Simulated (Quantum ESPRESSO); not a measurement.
# Ti3Se (P-6m2) in Quantum ESPRESSO: reference runs

Aim: a first look at Ti3Se with PBE, on the cell as given and on a disturbed one.

Program: Quantum ESPRESSO 7.5. These are calculated values, not measurements. Logs are shortened: lines on timing, memory, paths and dates and some standing lists are left out, and cuts for length are marked.

## Step 1: Starting point

It takes space group P-6m2 (No. 187, hexagonal). The conventional cell has a = 3.197 Å, b = 3.197 Å, c = 7.943 Å, α = 90.00°, β = 90.00°, γ = 120.00°. Se (site symmetry -6m2) is surrounded by 6 Ti at 2.58 Å. Around Ti (site symmetry -6m2) lie 12 Ti at 2.85 to 3.20 Å. Ti (site symmetry 3m) is surrounded by 3 Se at 2.58 Å and 3 Ti at 2.85 Å.

The cell comes from a database or a generator and needn't be the stable form of this composition.

## Step 2: Single point, PBE

pw.in reads:

```
&CONTROL
  calculation = 'scf'
  prefix = 'pwscf'
  outdir = './tmp'
  pseudo_dir = './pseudo'
  tprnfor = .true.
  tstress = .true.
  disk_io = 'nowf'
/
&SYSTEM
  ibrav = 0
  nat = 4
  ntyp = 2
  ecutwfc = 55
  ecutrho = 440
  nbnd = 30
  occupations = 'smearing'
  smearing = 'fd'
  degauss = 0.00367493
/
&ELECTRONS
  conv_thr = 8d-10
  electron_maxstep = 120
  mixing_beta = 0.5
/
ATOMIC_SPECIES
Se    78.9710 Se_pbe_v1.uspp.F.UPF
Ti    47.8670 ti_pbe_v1.4.uspp.F.UPF
CELL_PARAMETERS angstrom
   3.1974455988    0.0000000000    0.0000000000
  -1.5987227994    2.7690691158    0.0000000000
   0.0000000000    0.0000000000    7.9427450000
ATOMIC_POSITIONS crystal
Se     0.0000000000    0.0000000000    0.0000000000
Ti     0.6666666667    0.3333333333    0.5000000000
Ti     0.3333333333    0.6666666667    0.7729020000
Ti     0.3333333333    0.6666666667    0.2270980000
K_POINTS automatic
10 10 4 0 0 0
```

Potentials or basis: SSSP 1.3 efficiency PBE.

Run with:

```console
$ OMP_NUM_THREADS=1 mpirun -n 2 pw.x -nk 2 -in pw.in > pw.out
```

pw.out:

```text
This program is part of the open-source Quantum ESPRESSO suite
     for quantum simulation of materials; please cite
[... 6 lines left out ...]
     using ibrav=0 with symmetry is DISCOURAGED, use correct ibrav instead

     K-points division:     npool     =       2
     Subspace diagonalization in iterative solution of the eigenvalue problem:
     a serial algorithm will be used

     G-vector sticks info
     --------------------
     sticks:   dense  smooth     PW     G-vecs:    dense   smooth      PW
     Sum        1111     559    163                73811    26225    4245

     Using Slab Decomposition

     bravais-lattice index     =            0
     lattice parameter (alat)  =       6.0423  a.u.
     unit-cell volume          =     474.5743 (a.u.)^3
     number of atoms/cell      =            4
     number of atomic types    =            2
     number of electrons       =        42.00
     number of Kohn-Sham states=           30
     kinetic-energy cutoff     =      55.0000  Ry
     charge density cutoff     =     440.0000  Ry
     scf convergence threshold =      8.0E-10
     mixing beta               =       0.5000
     number of iterations used =            8  plain     mixing
     Exchange-correlation=  SLA  PW   PBX  PBC
                           (   1   4   3   4   0   0   0)

     celldm(1)=   6.042296  celldm(2)=   0.000000  celldm(3)=   0.000000
     celldm(4)=   0.000000  celldm(5)=   0.000000  celldm(6)=   0.000000

     crystal axes: (cart. coord. in units of alat)
               a(1) = (   1.000000   0.000000   0.000000 )
               a(2) = (  -0.500000   0.866025   0.000000 )
               a(3) = (   0.000000   0.000000   2.484091 )

     reciprocal axes: (cart. coord. in units 2 pi/alat)
               b(1) = (  1.000000  0.577350 -0.000000 )
               b(2) = (  0.000000  1.154701  0.000000 )
               b(3) = (  0.000000 -0.000000  0.402562 )

     PseudoPot. # 1 for Se read from file:
     Se_pbe_v1.uspp.F.UPF
     Pseudo is Ultrasoft + core correction, Zval =  6.0
     Generated by new atomic code, or converted to UPF format
     Using radial grid of  877 points,  6 beta functions with:
                l(1) =   0
                l(2) =   0
                l(3) =   1
                l(4) =   1
                l(5) =   2
                l(6) =   2
     Q(r) pseudized with  8 coefficients,  rinner =    1.300   1.300   1.300
                                                       1.300   1.300

     PseudoPot. # 2 for Ti read from file:
     ti_pbe_v1.4.uspp.F.UPF
     Pseudo is Ultrasoft + core correction, Zval = 12.0
     Generated by new atomic code, or converted to UPF format
     Using radial grid of  851 points,  6 beta functions with:
                l(1) =   0
                l(2) =   0
                l(3) =   1
                l(4) =   1
                l(5) =   2
                l(6) =   2
     Q(r) pseudized with  6 coefficients,  rinner =    1.000   1.000   1.000
                                                       1.000   1.000

     atomic species   valence    mass     pseudopotential
     Se                6.00    78.97100     Se( 1.00)
     Ti               12.00    47.86700     Ti( 1.00)

     12 Sym. Ops. (no inversion) found

   Cartesian axes

     site n.     atom                  positions (alat units)
         1        Se     tau(   1) = (   0.0000000   0.0000000   0.0000000  )
         2        Ti     tau(   2) = (   0.5000000   0.2886751   1.2420454  )
         3        Ti     tau(   3) = (  -0.0000000   0.5773503   1.9199587  )
         4        Ti     tau(   4) = (  -0.0000000   0.5773503   0.5641320  )

     number of k points=    42  Fermi-Dirac smearing, width (Ry)=  0.0037
                       cart. coord. in units 2pi/alat
        k(    1) = (   0.0000000   0.0000000   0.0000000), wk =   0.0050000
        k(    2) = (   0.0000000   0.0000000   0.1006404), wk =   0.0100000
        k(    3) = (   0.0000000   0.0000000  -0.2012809), wk =   0.0050000
        k(    4) = (   0.0000000   0.1154701   0.0000000), wk =   0.0300000
        k(    5) = (   0.0000000   0.1154701   0.1006404), wk =   0.0600000
        k(    6) = (   0.0000000   0.1154701  -0.2012809), wk =   0.0300000
[... 34 lines left out ...]
        k(   41) = (   0.3000000   0.5196152   0.1006404), wk =   0.0600000
        k(   42) = (   0.3000000   0.5196152  -0.2012809), wk =   0.0300000

     Dense  grid:    73811 G-vectors     FFT dimensions: (  45,  45, 108)

     Smooth grid:    26225 G-vectors     FFT dimensions: (  30,  30,  72)

     Check: negative core charge=   -0.000003

     Initial potential from superposition of free atoms

     starting charge      38.9998, renormalised to      42.0000

     negative rho (up, down):  3.749E-03 0.000E+00
     Starting wfcs are   34 randomized atomic wfcs

     Self-consistent Calculation

     iteration #  1     ecut=    55.00 Ry     beta= 0.50
     Davidson diagonalization with overlap
     ethr =  1.00E-02,  avg # of iterations =  3.3

     negative rho (up, down):  4.464E-03 0.000E+00

     total energy              =    -395.92533671 Ry
     estimated scf accuracy    <       9.18272262 Ry

     iteration #  2     ecut=    55.00 Ry     beta= 0.50
     Davidson diagonalization with overlap
     ethr =  1.00E-02,  avg # of iterations =  5.7

     negative rho (up, down):  2.768E-03 0.000E+00

     total energy              =    -400.39535141 Ry
     estimated scf accuracy    <      37.35181658 Ry

     iteration #  3     ecut=    55.00 Ry     beta= 0.50
     Davidson diagonalization with overlap
     ethr =  1.00E-02,  avg # of iterations =  3.9

     negative rho (up, down):  2.153E-03 0.000E+00

     total energy              =    -401.53810361 Ry
     estimated scf accuracy    <       9.12230010 Ry

     iteration #  4     ecut=    55.00 Ry     beta= 0.50
     Davidson diagonalization with overlap
     ethr =  1.00E-02,  avg # of iterations =  1.8
[... 136 lines left out ...]
     negative rho (up, down):  1.705E-03 0.000E+00

     total energy              =    -401.49338802 Ry
     estimated scf accuracy    <          3.7E-09 Ry

     iteration # 20     ecut=    55.00 Ry     beta= 0.50
     Davidson diagonalization with overlap
     ethr =  8.86E-12,  avg # of iterations =  4.3

     negative rho (up, down):  1.705E-03 0.000E+00

     total energy              =    -401.49338802 Ry
     estimated scf accuracy    <          1.9E-09 Ry

     iteration # 21     ecut=    55.00 Ry     beta= 0.50
     Davidson diagonalization with overlap
     ethr =  4.62E-12,  avg # of iterations =  2.2

     negative rho (up, down):  1.705E-03 0.000E+00

     End of self-consistent calculation

          k = 0.0000 0.0000 0.0000 (  3281 PWs)   bands (ev):

   -44.4171 -44.3980 -44.2354 -20.8970 -20.8042 -20.5245 -20.5245 -20.5021
   -20.5021 -20.3700 -20.3576 -20.3576  -2.9030   6.0856   7.8591  10.3946
    11.2729  11.2729  12.4401  12.7657  12.7657  12.9148  12.9148  13.5312
    13.6720  14.0166  14.0166  14.2840  14.2840  15.2300

          k = 0.0000 0.0000 0.1006 (  3251 PWs)   bands (ev):

   -44.4162 -44.3990 -44.2353 -20.9142 -20.7817 -20.5235 -20.5235 -20.5033
   -20.5033 -20.3753 -20.3575 -20.3575  -2.9011   5.9243   8.2705  10.2254
    11.2332  11.2332  12.1783  12.9449  12.9449  12.9606  12.9606  13.3107
    13.8131  13.8131  13.9215  14.3214  14.3214  14.9067

          k = 0.0000 0.0000-0.2013 (  3252 PWs)   bands (ev):

   -44.4153 -44.4000 -44.2352 -20.9270 -20.7634 -20.5223 -20.5223 -20.5047
   -20.5047 -20.3809 -20.3573 -20.3573  -2.8992   5.7962   8.7845   9.9004
    11.1974  11.1974  11.9711  13.0068  13.0068  13.1766  13.2126  13.2126
    13.6201  13.6201  14.0656  14.1551  14.1551  14.8184

          k = 0.0000 0.1155 0.0000 (  3257 PWs)   bands (ev):

   -44.4133 -44.3956 -44.2344 -20.8867 -20.8064 -20.5431 -20.5341 -20.5317
   -20.5069 -20.3729 -20.3633 -20.3600  -2.7718   6.2419   8.0467  10.4613
    10.6647  11.1461  12.1746  12.7101  12.7846  12.8529  13.0525  13.4282
    13.7192  13.9544  13.9938  14.2069  14.2719  15.2836

          k = 0.0000 0.1155 0.1006 (  3249 PWs)   bands (ev):
[... 55 lines left out ...]
          k = 0.0000 0.4619 0.0000 (  3268 PWs)   bands (ev):

   -44.3800 -44.3745 -44.2266 -20.8465 -20.8093 -20.7181 -20.7075 -20.5896
   -20.5475 -20.4688 -20.3821 -20.3806  -1.3114   6.0298   7.6231  10.1179
    10.2584  10.9561  11.0780  11.9398  12.0863  12.8579  13.3500  13.3779
    14.6967  14.7501  14.7803  14.9881  15.1566  15.3754

          k = 0.0000 0.4619 0.1006 (  3272 PWs)   bands (ev):

   -44.3794 -44.3752 -44.2266 -20.8389 -20.8138 -20.7280 -20.7029 -20.5882
   -20.5493 -20.4650 -20.3821 -20.3818  -1.3113   6.0356   7.6169  10.1075
    10.2329  10.9695  11.1895  11.8049  11.9988  13.0320  13.2076  13.6232
    14.1727  14.8600  14.8889  15.0602  15.1826  15.3013

          k = 0.0000 0.4619-0.2013 (  3278 PWs)   bands (ev):

   -44.3783 -44.3763 -44.2266 -20.8247 -20.8238 -20.7384 -20.6988 -20.5867
   -20.5511 -20.4614 -20.3837 -20.3814  -1.3111   6.0414   7.6106  10.0974
    10.2055  11.0651  11.2189  11.7929  11.7954  13.1819  13.4302  13.6025
    13.7493  14.8849  15.0037  15.0657  15.1652  15.2824

          k = 0.0000-0.5774 0.0000 (  3300 PWs)   bands (ev):

   -44.3760 -44.3721 -44.2259 -20.8542 -20.8115 -20.7274 -20.7235 -20.5962
   -20.5523 -20.4761 -20.3873 -20.3849  -1.0632   5.5328   7.7812  10.0097
    10.5127  10.8247  11.0377  11.9379  12.1507  12.8086  13.4187  13.4407
    14.9005  15.0914  15.0977  15.1331  15.2225  15.3957

          k = 0.0000-0.5774 0.1006 (  3290 PWs)   bands (ev):

   -44.3754 -44.3726 -44.2258 -20.8460 -20.8164 -20.7349 -20.7220 -20.5948
   -20.5541 -20.4720 -20.3887 -20.3846  -1.0630   5.5342   7.7759   9.9980
    10.5325  10.8976  11.0950  11.7562  12.0104  13.0006  13.2586  13.6910
    14.3088  15.1011  15.1261  15.1552  15.4337  15.5998

          k = 0.0000-0.5774-0.2013 (  3264 PWs)   bands (ev):

   -44.3743 -44.3738 -44.2258 -20.8337 -20.8235 -20.7470 -20.7175 -20.5932
   -20.5560 -20.4681 -20.3901 -20.3842  -1.0628   5.5357   7.7706   9.9867
    10.5527  11.0458  11.0949  11.6970  11.7443  13.2062  13.4621  13.6129
    13.8305  15.1169  15.1378  15.4485  15.5326  15.6133

          k = 0.1000 0.1732 0.0000 (  3255 PWs)   bands (ev):

   -44.4063 -44.3911 -44.2325 -20.8678 -20.8114 -20.5823 -20.5754 -20.5467
   -20.5178 -20.3957 -20.3669 -20.3587  -2.5193   6.5306   8.3635   9.6216
    10.7024  10.9046  11.8695  12.4269  12.6044  13.0193  13.2105  13.3399
    13.7088  13.8090  13.9988  14.1902  14.5127  15.2815

          k = 0.1000 0.1732 0.1006 (  3261 PWs)   bands (ev):

   -44.4055 -44.3920 -44.2325 -20.8841 -20.7909 -20.5864 -20.5736 -20.5455
   -20.5192 -20.3946 -20.3667 -20.3618  -2.5182   6.4195   8.6959   9.5995
    10.6496  10.7869  11.6793  12.3946  12.5336  13.0824  13.2637  13.4502
    13.5744  13.8282  14.0834  14.3548  14.6286  15.0797

          k = 0.1000 0.1732-0.2013 (  3244 PWs)   bands (ev):

   -44.4046 -44.3930 -44.2324 -20.8952 -20.7753 -20.5905 -20.5721 -20.5441
   -20.5207 -20.3934 -20.3664 -20.3651  -2.5171   6.3262   9.1578   9.5087
    10.3949  10.7489  11.5621  12.3562  12.4786  13.1466  13.2874  13.5674
    13.5981  13.6974  14.1708  14.5395  14.8468  14.8941

          k = 0.1000 0.2887 0.0000 (  3257 PWs)   bands (ev):

   -44.3949 -44.3838 -44.2298 -20.8366 -20.8224 -20.6486 -20.6298 -20.5705
   -20.5371 -20.4269 -20.3784 -20.3613  -2.0580   7.0106   7.9575   9.2451
    10.2255  11.1886  11.5011  12.1165  12.2405  13.0231  13.2317  13.3053
    13.8046  13.9278  14.2317  14.5393  14.7972  15.3262
[... 120 lines left out ...]
          k = 0.3000 0.5196 0.0000 (  3311 PWs)   bands (ev):

   -44.3714 -44.3693 -44.2250 -20.8399 -20.7586 -20.7198 -20.7139 -20.6468
   -20.6444 -20.4612 -20.4285 -20.3742  -0.8243   6.4356   7.2944   7.9573
    11.1290  11.2669  11.4049  11.8005  12.2029  12.4433  12.7442  14.1281
    14.4449  14.6934  14.7883  15.0110  15.2011  15.5058

          k = 0.3000 0.5196 0.1006 (  3279 PWs)   bands (ev):

   -44.3712 -44.3695 -44.2250 -20.8305 -20.7625 -20.7312 -20.7109 -20.6479
   -20.6441 -20.4601 -20.4254 -20.3750  -0.8244   6.4375   7.2997   7.9547
    11.1323  11.2418  11.4346  11.6752  12.3149  12.5007  12.6889  14.0113
    14.3031  14.7924  14.9279  15.1821  15.2817  15.4614

          k = 0.3000 0.5196-0.2013 (  3276 PWs)   bands (ev):

   -44.3710 -44.3697 -44.2250 -20.8176 -20.7693 -20.7425 -20.7080 -20.6511
   -20.6418 -20.4590 -20.4224 -20.3758  -0.8244   6.4393   7.3050   7.9521
    11.1240  11.2365  11.4411  11.6054  12.4239  12.5228  12.6322  13.8750
    14.2900  14.8494  15.0552  15.1673  15.3868  15.6844

     the Fermi energy is    12.6106 ev

!    total energy              =    -401.49338802 Ry
     estimated scf accuracy    <          7.8E-11 Ry
     smearing contrib. (-TS)   =      -0.00174084 Ry
     internal energy E=F+TS    =    -401.49164718 Ry

     The total energy is F=E-TS. E is the sum of the following terms:
     one-electron contribution =    -133.69036946 Ry
     hartree contribution      =      81.81495341 Ry
     xc contribution           =     -83.94619296 Ry
     ewald contribution        =    -265.67003817 Ry

     convergence has been achieved in  21 iterations

     negative rho (up, down):  1.705E-03 0.000E+00

     Forces acting on atoms (cartesian axes, Ry/au):

     atom    1 type  1   force =     0.00000000    0.00000000    0.00000000
     atom    2 type  2   force =     0.00000000    0.00000000    0.00000000
     atom    3 type  2   force =    -0.00000000   -0.00000000   -0.00096074
     atom    4 type  2   force =     0.00000000    0.00000000    0.00096074

     Total force =     0.001359     Total SCF correction =     0.000022

     Computing stress (Cartesian axis) and pressure

     negative rho (up, down):  1.705E-03 0.000E+00
          total   stress  (Ry/bohr**3)                   (kbar)     P=        1.26
   0.00000386  -0.00000000   0.00000000            0.57       -0.00        0.00
  -0.00000000   0.00000386   0.00000000           -0.00        0.57        0.00
   0.00000000  -0.00000000   0.00001807            0.00       -0.00        2.66

=------------------------------------------------------------------------------=
   JOB DONE.
=------------------------------------------------------------------------------=
```

It took 75 s on 2 MPI ranks of Arm Neoverse V2, shared host; peak memory 0.44 GiB.

What came out:

- Free energy: -5462.5958 eV
- Pressure: 0.1 GPa
- Largest force: 0.025 eV/Å
- Band gap on the k mesh: none (metal or under the smearing width)

Forces in eV/Å, atoms in the order of the input:
```
Se   0.000  0.000  0.000
Ti   0.000  0.000  0.000
Ti   0.000  0.000 -0.025
Ti   0.000  0.000  0.025
```

(Continued in part 2 of 2.)
